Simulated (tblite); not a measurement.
# C4H7F3Si: the cost of one run

Computed with tblite 0.8.0 and PySCF 2.14.0, with density-fitted response routines of our own, on a single molecule, in the gas phase or a continuum. Atoms count from 0, in the outputs and in this text.

**1. The starting structure**

15 atoms, charge 0, multiplicity 1; geometry from: force field or distance geometry start.

Bonds of the start (Å): C0–Si1 1.86, Si1–C2 1.84, C2–C3 1.51, C3–C4 1.52, C4–F5 1.36, C4–F6 1.41, C4–F7 1.37, C3–Si1 1.86, C0–H8 1.11, C0–H9 1.11, C0–H10 1.11, Si1–H11 1.45, C2–H12 1.12, C2–H13 1.11, C3–H14 1.10.

**2. Relaxing the molecule with GFN2-xTB**

Job settings and geometry (Å):

```
{"job": {"kind": "relax", "xc": "GFN2-xTB", "basis": "xTB"}, "charge": 0, "multiplicity": 1}
C      1.816000    -0.749600    -0.571300
Si     0.607800     0.647000    -0.777700
C     -0.049000     1.308000     0.813800
C     -1.079100     0.560700     0.009300
C     -1.478800    -0.842900     0.418300
F     -0.640800    -1.434700     1.316200
F     -1.536700    -1.570700    -0.787400
F     -2.771000    -0.788300     0.883100
H      1.344000    -1.750500    -0.595700
H      2.374700    -0.609700     0.378500
H      2.565200    -0.687600    -1.385000
H      0.616500     1.441900    -1.987700
H     -0.192000     2.416200     0.893500
H      0.307800     0.884800     1.772000
H     -1.889100     1.183200    -0.401900
```

Launch:

```bash
$ OMP_NUM_THREADS=1 python probes_run.py task.json out
```

This one command runs all jobs of the session in turn.

Q: Estimate the wall time and peak memory of this first job on 1 thread of Arm Neoverse N1, shared host.

About 1.5 s, with a peak of 0.18 GiB.
